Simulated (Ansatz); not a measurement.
**Li+ with Br2: interaction against distance**

Aim: pull the two fragments apart and push them together, rigidly along the line between their mean positions, and follow the counterpoise interaction energy.

Method: single points in def2-TZVPPD, with counterpoise; program: Ansatz 0.2.0, Gaussian basis.

Cores are frozen in the correlated methods. Filled d shells of the heavier atoms are correlated. The outer core shell of Li, Na, Mg and K is correlated. B3LYP uses VWN-RPA correlation.

40 further runs of the same task are left out: 40 set aside as unsound or not needed.

## Step 1: Starting geometry

The relaxed pair: 3 atoms, charge 1, spin multiplicity 1.

Atoms are counted from 1 here; the program's logs count them from 0.

Bond lengths: Li1–Br2 2.560 Å, Li1–Br3 2.559 Å, Br2–Br3 2.299 Å. Angles: Br2–Li1–Br3 53.4°, Li1–Br2–Br3 63.3°, Li1–Br3–Br2 63.3°.

Geometry (Å):

```xyz
3
charge 1, multiplicity 1
Li   -0.11445   -0.14243   -1.51361
Br   -0.65724   -0.81846    0.89523
Br    0.77169    0.96090    0.61838
```

Atoms 1 to 1 are fragment A, the rest fragment B. The contact Li1–Br3 is 2.56 Å. Interaction at this geometry, from earlier runs: PBE-D4 -80.22, r2SCAN-D4 -69.52, PBE0-D4 -77.46, B3LYP-D4 -77.33, wB97M-V -73.67, Hartree-Fock -61.37, MP2 -66.32, CCSD -65.14, CCSD(T) -65.70 kJ/mol. Each point needs the pair (ab) and both fragments with ghost atoms (a, b).

## Step 2: B moved by -0.26 Å, wB97M-V/def2-TZVPPD

File ab/in.yaml:

```yaml
crystal:
  periodic: [false, false, false]
  atoms:
    - {symbol: Li, position_ang: [-0.114450, -0.142432, -1.513612]}
    - {symbol: Br, position_ang: [-0.676449, -0.842369, 0.641186]}
    - {symbol: Br, position_ang: [0.752480, 0.936990, 0.364335]}
basis:
  gaussian: {orbitals: "def2-TZVPPD.json"}
total_charge: 1
hamiltonian: {xc: {name: wB97M-V}}
```

File a/in.yaml:

```yaml
crystal:
  periodic: [false, false, false]
  atoms:
    - {symbol: Li, position_ang: [-0.114450, -0.142432, -1.513612]}
basis:
  gaussian:
    orbitals: "def2-TZVPPD.json"
    ghost_atoms:
      - {symbol: Br, position_ang: [-0.676449, -0.842369, 0.641186]}
      - {symbol: Br, position_ang: [0.752480, 0.936990, 0.364335]}
total_charge: 1
hamiltonian: {xc: {name: wB97M-V}}
```

File b/in.yaml:

```yaml
crystal:
  periodic: [false, false, false]
  atoms:
    - {symbol: Br, position_ang: [-0.676449, -0.842369, 0.641186]}
    - {symbol: Br, position_ang: [0.752480, 0.936990, 0.364335]}
basis:
  gaussian:
    orbitals: "def2-TZVPPD.json"
    ghost_atoms:
      - {symbol: Li, position_ang: [-0.114450, -0.142432, -1.513612]}
hamiltonian: {xc: {name: wB97M-V}}
```

The basis file named in the input lies beside it (Basis Set Exchange, JSON).

The same command starts each run, in its folder.

Command:

```console
$ ansatz run in.yaml --threads 2 --pin off --events-out ev --progress --plain --max-ram 5222MiB
```

Log of ab, cut to the lines that bear on the results:

```text
Functional definition: wB97M-V
  name "wB97M-V"
  cite "Mardirossian & Head-Gordon, J. Chem. Phys. 144, 214110 (2016) doi:10.1063/1.4952647"
  cite "Becke, J. Chem. Phys. 107, 8554 (1997) doi:10.1063/1.475007"
  cite "Vydrov & Van Voorhis, J. Chem. Phys. 133, 244103 (2010) doi:10.1063/1.3521275"
  # Of w^i u^j: cxij and so on, Table III.
[...]
  gx(w, u) = 1 - cx + cx01*u + cx10*w
  gss(w, u) = css00 + css04*u^4 + css10*w + css20*w^2 + css43*w^4*u^3
  gos(w, u) = cos00 + cos10*w + (cos20 + cos21*u)*w^2 + (cos60 + cos61*u)*w^6
[...]
      + integral(e_c_pw_mod_opposite_spin*gos(b97_w_opposite, b97_u_opposite)) + vv10(b, c)
1054 factors; their error is unknown
225 factors; integrals over basis functions are off by at most 3.5e-5 eV
[...]
mean field -140283.26192749 eV, -5155.3147884252 hartree, gradient 8.6e-5 eV, S^2 0.000000; 0 other end points of the search recorded, 0 dependent functions left out
reference -140283.26197699 eV, -5155.3147902441 hartree; 36, 36 occupied and 100, 100 virtual orbitals, 1054 factors
Total energy: -140283.26197699 eV, -5155.3147902441 hartree
```

a printed, cut to the lines that bear on the results:

```text
[... 5 set-up lines as earlier in the session ...]
  # Of w^i u^j: cxij and so on, Table III.
[...]
  gx(w, u) = 1 - cx + cx01*u + cx10*w
[...]
      + integral(e_c_pw_mod_opposite_spin*gos(b97_w_opposite, b97_u_opposite)) + vv10(b, c)
984 factors; their error is unknown
200 factors; integrals over basis functions are off by at most 4.1e-5 eV
[...]
mean field -197.98663037 eV, -7.2758744660 hartree, gradient 1.2e-6 eV, S^2 0.000000; 0 other end points of the search recorded, 0 dependent functions left out
reference -197.98663740 eV, -7.2758747243 hartree; 1, 1 occupied and 135, 135 virtual orbitals, 984 factors
Total energy: -197.98663740 eV, -7.2758747243 hartree
```

Output in b, cut to the lines that bear on the results:

```text
[... 5 set-up lines as earlier in the session ...]
  # Of w^i u^j: cxij and so on, Table III.
[...]
  gx(w, u) = 1 - cx + cx01*u + cx10*w
[...]
1004 factors; their error is unknown
199 factors; integrals over basis functions are off by at most 9.8e-5 eV
[...]
mean field -140084.63983809 eV, -5148.0155612707 hartree, gradient 3.8e-5 eV, S^2 0.000000; 0 other end points of the search recorded, 0 dependent functions left out
reference -140084.63990193 eV, -5148.0155636165 hartree; 35, 35 occupied and 101, 101 virtual orbitals, 1004 factors
Total energy: -140084.63990193 eV, -5148.0155636165 hartree
```

Times: 9.5 s (ab), 2.5 s (a), 9 s (b) on 2 threads of Arm Neoverse V2, shared host; peak memory 0.45 GiB.

Interaction: -61.31 kJ/mol.

## Step 3: B moved by -0.26 Å, CCSD(T)/def2-TZVPPD

The same edit goes into each in.yaml of step 2 (ab, a, b):

```diff
-hamiltonian: {xc: {name: wB97M-V}}
+correlation: {method: ccsd_t}
```

The same command starts each run, in its folder.

Command:

```console
$ ansatz run in.yaml --threads 2 --pin off --events-out ev --progress --plain --max-ram 5222MiB
```

Output in ab, cut to the lines that bear on the results:

```text
Functional definition: HF
  name "HF"
  cite "Fock, Z. Phys. 61, 126 (1930) doi:10.1007/BF01340294"
  parent pbe
[...]
906 factors; integrals over basis functions are off by at most 9.6e-4 eV
[...]
mean field -140195.12848418 eV, -5152.0759441224 hartree, gradient 1.3e-6 eV, S^2 0.000000; 0 other end points of the search recorded, 0 dependent functions left out
18 core orbitals not correlated: weight in the atoms' cores, before any rotation towards them, 1.000 or more for the frozen orbitals, at most 0.000 for the correlated occupied ones
reference -140195.12848418 eV, -5152.0759441224 hartree; 18, 18 occupied and 100, 100 virtual orbitals, 906 factors
second order -15.88781910 eV of doubles, -0.00000000 eV of singles
cycle   1  -15.90951414 eV  change   -2.2e-2 eV  update   6.8e-2
[...]
cycle   8  -16.30037055 eV  change   -3.3e-5 eV  update   3.8e-5
perturbative correction -0.54447339 eV, -0.0200090279 hartree
Total energy: -140211.97332811 eV, -5152.6949807192 hartree
```

a printed, cut to the lines that bear on the results:

```text
[... 4 set-up lines as earlier in the session ...]
[...]
826 factors; integrals over basis functions are off by at most 9.6e-4 eV
[...]
mean field -196.91183281 eV, -7.2363763842 hartree, gradient 1.3e-6 eV, S^2 0.000000; 0 other end points of the search recorded, 0 dependent functions left out
reference -196.91183281 eV, -7.2363763842 hartree; 1, 1 occupied and 135, 135 virtual orbitals, 826 factors
second order -0.81756948 eV of doubles, -0.00000000 eV of singles
cycle   1  -0.91829243 eV  change   -1.0e-1 eV  update   6.5e-3
[...]
cycle   5  -0.93431897 eV  change   -5.8e-7 eV  update   7.7e-7
perturbative correction 0.00000000 eV, 0.0000000000 hartree
Total energy: -197.84615178 eV, -7.2707119729 hartree
```

Output in b, cut to the lines that bear on the results:

```text
[... 4 set-up lines as earlier in the session ...]
[...]
842 factors; integrals over basis functions are off by at most 9.9e-4 eV
[...]
mean field -139997.74582073 eV, -5144.8222650313 hartree, gradient 2.9e-6 eV, S^2 0.000000; 0 other end points of the search recorded, 0 dependent functions left out
18 core orbitals not correlated: weight in the atoms' cores, before any rotation towards them, 1.000 or more for the frozen orbitals, at most 0.000 for the correlated occupied ones
reference -139997.74582073 eV, -5144.8222650313 hartree; 17, 17 occupied and 101, 101 virtual orbitals, 842 factors
second order -15.01184983 eV of doubles, -0.00000000 eV of singles
cycle   1  -14.94469643 eV  change    6.7e-2 eV  update   6.8e-2
[...]
cycle   8  -15.31832470 eV  change   -3.7e-5 eV  update   2.1e-5
perturbative correction -0.54047476 eV, -0.0198620810 hartree
Total energy: -140013.60462018 eV, -5145.4050651618 hartree
```

Times: 11 s (ab), 1.5 s (a), 9.5 s (b) on 2 threads of Arm Neoverse V2, shared host; peak memory 0.6 GiB.

This point gives -50.42 kJ/mol.

## Step 4: B moved by -0.13 Å, wB97M-V/def2-TZVPPD

File ab/in.yaml:

```yaml
crystal:
  periodic: [false, false, false]
  atoms:
    - {symbol: Li, position_ang: [-0.114450, -0.142432, -1.513612]}
    - {symbol: Br, position_ang: [-0.666845, -0.830416, 0.768209]}
    - {symbol: Br, position_ang: [0.762085, 0.948943, 0.491357]}
basis:
  gaussian: {orbitals: "def2-TZVPPD.json"}
total_charge: 1
hamiltonian: {xc: {name: wB97M-V}}
```

File a/in.yaml:

```yaml
crystal:
  periodic: [false, false, false]
  atoms:
    - {symbol: Li, position_ang: [-0.114450, -0.142432, -1.513612]}
basis:
  gaussian:
    orbitals: "def2-TZVPPD.json"
    ghost_atoms:
      - {symbol: Br, position_ang: [-0.666845, -0.830416, 0.768209]}
      - {symbol: Br, position_ang: [0.762085, 0.948943, 0.491357]}
total_charge: 1
hamiltonian: {xc: {name: wB97M-V}}
```

File b/in.yaml:

```yaml
crystal:
  periodic: [false, false, false]
  atoms:
    - {symbol: Br, position_ang: [-0.666845, -0.830416, 0.768209]}
    - {symbol: Br, position_ang: [0.762085, 0.948943, 0.491357]}
basis:
  gaussian:
    orbitals: "def2-TZVPPD.json"
    ghost_atoms:
      - {symbol: Li, position_ang: [-0.114450, -0.142432, -1.513612]}
hamiltonian: {xc: {name: wB97M-V}}
```

Each run has its own folder and the same command.

Command:

```console
$ ansatz run in.yaml --threads 2 --pin off --events-out ev --progress --plain --max-ram 5222MiB
```

Log of ab, cut to the lines that bear on the results:

```text
[... 5 set-up lines as earlier in the session ...]
  # Of w^i u^j: cxij and so on, Table III.
[...]
  gx(w, u) = 1 - cx + cx01*u + cx10*w
[...]
1054 factors; their error is unknown
225 factors; integrals over basis functions are off by at most 3.7e-5 eV
[...]
mean field -140283.35727024 eV, -5155.3182922064 hartree, gradient 8.9e-5 eV, S^2 0.000000; 0 other end points of the search recorded, 0 dependent functions left out
reference -140283.35732090 eV, -5155.3182940684 hartree; 36, 36 occupied and 100, 100 virtual orbitals, 1054 factors
Total energy: -140283.35732090 eV, -5155.3182940684 hartree
```

a printed, cut to the lines that bear on the results:

```text
[... 5 set-up lines as earlier in the session ...]
  # Of w^i u^j: cxij and so on, Table III.
[...]
  gx(w, u) = 1 - cx + cx01*u + cx10*w
[...]
      + integral(e_c_pw_mod_opposite_spin*gos(b97_w_opposite, b97_u_opposite)) + vv10(b, c)
984 factors; their error is unknown
200 factors; integrals over basis functions are off by at most 3.7e-5 eV
[...]
mean field -197.98661507 eV, -7.2758739035 hartree, gradient 1.2e-6 eV, S^2 0.000000; 0 other end points of the search recorded, 0 dependent functions left out
reference -197.98662219 eV, -7.2758741652 hartree; 1, 1 occupied and 135, 135 virtual orbitals, 984 factors
Total energy: -197.98662219 eV, -7.2758741652 hartree
```

Output in b, cut to the lines that bear on the results:

```text
[... 5 set-up lines as earlier in the session ...]
  # Of w^i u^j: cxij and so on, Table III.
[...]
  gx(w, u) = 1 - cx + cx01*u + cx10*w
[...]
1004 factors; their error is unknown
199 factors; integrals over basis functions are off by at most 1.1e-4 eV
[...]
mean field -140084.63923341 eV, -5148.0155390489 hartree, gradient 3.1e-5 eV, S^2 0.000000; 0 other end points of the search recorded, 0 dependent functions left out
reference -140084.63929737 eV, -5148.0155413995 hartree; 35, 35 occupied and 101, 101 virtual orbitals, 1004 factors
Total energy: -140084.63929737 eV, -5148.0155413995 hartree
```

They took 9.5 s (ab), 2.4 s (a), 9 s (b) on 2 threads of Arm Neoverse V2, shared host; peak memory 0.45 GiB.

This point gives -70.57 kJ/mol.

## Step 5: B moved by -0.13 Å, CCSD(T)/def2-TZVPPD

The same edit goes into each in.yaml of step 4 (ab, a, b):

```diff
-hamiltonian: {xc: {name: wB97M-V}}
+correlation: {method: ccsd_t}
```

One command serves all of them, each in its own folder.

Command:

```console
$ ansatz run in.yaml --threads 2 --pin off --events-out ev --progress --plain --max-ram 5222MiB
```

ab printed, cut to the lines that bear on the results:

```text
[... 4 set-up lines as earlier in the session ...]
[...]
906 factors; integrals over basis functions are off by at most 1.0e-3 eV
[...]
mean field -140195.24434337 eV, -5152.0802018693 hartree, gradient 1.4e-6 eV, S^2 0.000000; 0 other end points of the search recorded, 0 dependent functions left out
18 core orbitals not correlated: weight in the atoms' cores, before any rotation towards them, 1.000 or more for the frozen orbitals, at most 0.000 for the correlated occupied ones
reference -140195.24434337 eV, -5152.0802018693 hartree; 18, 18 occupied and 100, 100 virtual orbitals, 906 factors
second order -15.87794302 eV of doubles, -0.00000000 eV of singles
cycle   1  -15.89856920 eV  change   -2.1e-2 eV  update   6.9e-2
[...]
cycle   8  -16.28982789 eV  change   -3.3e-5 eV  update   4.1e-5
perturbative correction -0.54478955 eV, -0.0200206468 hartree
Total energy: -140212.07896081 eV, -5152.6988626492 hartree
```

a printed, cut to the lines that bear on the results:

```text
[... 4 set-up lines as earlier in the session ...]
[...]
826 factors; integrals over basis functions are off by at most 1.0e-3 eV
[...]
mean field -196.91183130 eV, -7.2363763285 hartree, gradient 1.3e-6 eV, S^2 0.000000; 0 other end points of the search recorded, 0 dependent functions left out
reference -196.91183130 eV, -7.2363763285 hartree; 1, 1 occupied and 135, 135 virtual orbitals, 826 factors
second order -0.81714820 eV of doubles, -0.00000000 eV of singles
cycle   1  -0.91779825 eV  change   -1.0e-1 eV  update   6.4e-3
[...]
cycle   5  -0.93380405 eV  change   -6.0e-7 eV  update   7.6e-7
perturbative correction -0.00000000 eV, -0.0000000000 hartree
Total energy: -197.84563535 eV, -7.2706929945 hartree
```

Output in b, cut to the lines that bear on the results:

```text
[... 4 set-up lines as earlier in the session ...]
[...]
842 factors; integrals over basis functions are off by at most 1.1e-3 eV
[...]
mean field -139997.74531442 eV, -5144.8222464251 hartree, gradient 3.0e-6 eV, S^2 0.000000; 0 other end points of the search recorded, 0 dependent functions left out
18 core orbitals not correlated: weight in the atoms' cores, before any rotation towards them, 1.000 or more for the frozen orbitals, at most 0.000 for the correlated occupied ones
reference -139997.74531442 eV, -5144.8222464251 hartree; 17, 17 occupied and 101, 101 virtual orbitals, 842 factors
second order -15.00626215 eV of doubles, -0.00000000 eV of singles
cycle   1  -14.93965062 eV  change    6.7e-2 eV  update   6.8e-2
[...]
cycle   8  -15.31317164 eV  change   -3.7e-5 eV  update   2.1e-5
perturbative correction -0.53979487 eV, -0.0198370954 hartree
Total energy: -140013.59828093 eV, -5145.4048321986 hartree
```

They took 11 s (ab), 1.4 s (a), 9.5 s (b) on 2 threads of Arm Neoverse V2, shared host; peak memory 0.6 GiB.

Interaction: -61.27 kJ/mol.

## Step 6: B moved by +0.13 Å, wB97M-V/def2-TZVPPD

File ab/in.yaml:

```yaml
crystal:
  periodic: [false, false, false]
  atoms:
    - {symbol: Li, position_ang: [-0.114450, -0.142432, -1.513612]}
    - {symbol: Br, position_ang: [-0.647635, -0.806510, 1.022254]}
    - {symbol: Br, position_ang: [0.781294, 0.972849, 0.745403]}
basis:
  gaussian: {orbitals: "def2-TZVPPD.json"}
total_charge: 1
hamiltonian: {xc: {name: wB97M-V}}
```

File a/in.yaml:

```yaml
crystal:
  periodic: [false, false, false]
  atoms:
    - {symbol: Li, position_ang: [-0.114450, -0.142432, -1.513612]}
basis:
  gaussian:
    orbitals: "def2-TZVPPD.json"
    ghost_atoms:
      - {symbol: Br, position_ang: [-0.647635, -0.806510, 1.022254]}
      - {symbol: Br, position_ang: [0.781294, 0.972849, 0.745403]}
total_charge: 1
hamiltonian: {xc: {name: wB97M-V}}
```

File b/in.yaml:

```yaml
crystal:
  periodic: [false, false, false]
  atoms:
    - {symbol: Br, position_ang: [-0.647635, -0.806510, 1.022254]}
    - {symbol: Br, position_ang: [0.781294, 0.972849, 0.745403]}
basis:
  gaussian:
    orbitals: "def2-TZVPPD.json"
    ghost_atoms:
      - {symbol: Li, position_ang: [-0.114450, -0.142432, -1.513612]}
hamiltonian: {xc: {name: wB97M-V}}
```

One command serves all of them, each in its own folder.

Command:

```console
$ ansatz run in.yaml --threads 2 --pin off --events-out ev --progress --plain --max-ram 5222MiB
```

Log of ab, cut to the lines that bear on the results:

```text
[... 5 set-up lines as earlier in the session ...]
  # Of w^i u^j: cxij and so on, Table III.
[...]
  gx(w, u) = 1 - cx + cx01*u + cx10*w
[...]
1054 factors; their error is unknown
225 factors; integrals over basis functions are off by at most 4.2e-5 eV
[...]
mean field -140283.37943986 eV, -5155.3191069249 hartree, gradient 4.6e-5 eV, S^2 0.000000; 0 other end points of the search recorded, 0 dependent functions left out
reference -140283.37949323 eV, -5155.3191088865 hartree; 36, 36 occupied and 100, 100 virtual orbitals, 1054 factors
Total energy: -140283.37949323 eV, -5155.3191088865 hartree
```

a printed, cut to the lines that bear on the results:

```text
[... 5 set-up lines as earlier in the session ...]
  # Of w^i u^j: cxij and so on, Table III.
[...]
  gx(w, u) = 1 - cx + cx01*u + cx10*w
[...]
      + integral(e_c_pw_mod_opposite_spin*gos(b97_w_opposite, b97_u_opposite)) + vv10(b, c)
984 factors; their error is unknown
200 factors; integrals over basis functions are off by at most 4.0e-5 eV
[...]
mean field -197.98654363 eV, -7.2758712785 hartree, gradient 1.0e-6 eV, S^2 0.000000; 0 other end points of the search recorded, 0 dependent functions left out
reference -197.98655088 eV, -7.2758715447 hartree; 1, 1 occupied and 135, 135 virtual orbitals, 984 factors
Total energy: -197.98655088 eV, -7.2758715447 hartree
```

Log of b, cut to the lines that bear on the results:

```text
[... 5 set-up lines as earlier in the session ...]
  # Of w^i u^j: cxij and so on, Table III.
[...]
  gx(w, u) = 1 - cx + cx01*u + cx10*w
[...]
1004 factors; their error is unknown
199 factors; integrals over basis functions are off by at most 1.3e-4 eV
[...]
mean field -140084.63830015 eV, -5148.0155047524 hartree, gradient 2.4e-5 eV, S^2 0.000000; 0 other end points of the search recorded, 0 dependent functions left out
reference -140084.63836455 eV, -5148.0155071188 hartree; 35, 35 occupied and 101, 101 virtual orbitals, 1004 factors
Total energy: -140084.63836455 eV, -5148.0155071188 hartree
```

They took 10 s (ab), 2.2 s (a), 9 s (b) on 2 threads of Arm Neoverse V2, shared host; peak memory 0.45 GiB.

Interaction: -72.81 kJ/mol.

## Step 7: B moved by +0.13 Å, CCSD(T)/def2-TZVPPD

Each input of step 6 (ab, a, b) changes in the same lines:

```diff
-hamiltonian: {xc: {name: wB97M-V}}
+correlation: {method: ccsd_t}
```

Each run has its own folder and the same command.

Command:

```console
$ ansatz run in.yaml --threads 2 --pin off --events-out ev --progress --plain --max-ram 5222MiB
```

ab printed, cut to the lines that bear on the results:

```text
[... 4 set-up lines as earlier in the session ...]
[...]
906 factors; integrals over basis functions are off by at most 1.1e-3 eV
[...]
mean field -140195.29768887 eV, -5152.0821622801 hartree, gradient 1.7e-6 eV, S^2 0.000000; 0 other end points of the search recorded, 0 dependent functions left out
18 core orbitals not correlated: weight in the atoms' cores, before any rotation towards them, 1.000 or more for the frozen orbitals, at most 0.000 for the correlated occupied ones
reference -140195.29768887 eV, -5152.0821622801 hartree; 18, 18 occupied and 100, 100 virtual orbitals, 906 factors
second order -15.86281996 eV of doubles, -0.00000000 eV of singles
cycle   1  -15.88240067 eV  change   -2.0e-2 eV  update   6.9e-2
[...]
cycle   9  -16.27431982 eV  change   -6.3e-6 eV  update   2.7e-5
perturbative correction -0.54515508 eV, -0.0200340798 hartree
Total energy: -140212.11716377 eV, -5152.7002665821 hartree
```

a printed, cut to the lines that bear on the results:

```text
[... 4 set-up lines as earlier in the session ...]
[...]
826 factors; integrals over basis functions are off by at most 1.1e-3 eV
[...]
mean field -196.91182365 eV, -7.2363760475 hartree, gradient 1.2e-6 eV, S^2 0.000000; 0 other end points of the search recorded, 0 dependent functions left out
reference -196.91182365 eV, -7.2363760475 hartree; 1, 1 occupied and 135, 135 virtual orbitals, 826 factors
second order -0.81653330 eV of doubles, -0.00000000 eV of singles
cycle   1  -0.91708650 eV  change   -1.0e-1 eV  update   6.4e-3
[...]
cycle   5  -0.93306488 eV  change   -5.8e-7 eV  update   7.5e-7
perturbative correction -0.00000000 eV, -0.0000000000 hartree
Total energy: -197.84488853 eV, -7.2706655495 hartree
```

Log of b, cut to the lines that bear on the results:

```text
[... 4 set-up lines as earlier in the session ...]
[...]
844 factors; integrals over basis functions are off by at most 8.6e-4 eV
[...]
mean field -139997.74437275 eV, -5144.8222118191 hartree, gradient 3.2e-6 eV, S^2 0.000000; 0 other end points of the search recorded, 0 dependent functions left out
18 core orbitals not correlated: weight in the atoms' cores, before any rotation towards them, 1.000 or more for the frozen orbitals, at most 0.000 for the correlated occupied ones
reference -139997.74437275 eV, -5144.8222118191 hartree; 17, 17 occupied and 101, 101 virtual orbitals, 844 factors
second order -14.99791216 eV of doubles, -0.00000000 eV of singles
cycle   1  -14.93208529 eV  change    6.6e-2 eV  update   6.8e-2
[...]
cycle   8  -15.30544137 eV  change   -3.7e-5 eV  update   2.1e-5
perturbative correction -0.53877091 eV, -0.0197994656 hartree
Total energy: -140013.58858503 eV, -5145.4044758807 hartree
```

Times: 11 s (ab), 1.5 s (a), 9 s (b) on 2 threads of Arm Neoverse V2, shared host; peak memory 0.6 GiB.

This point gives -65.97 kJ/mol.

(Part 1 of 3 ends here.)
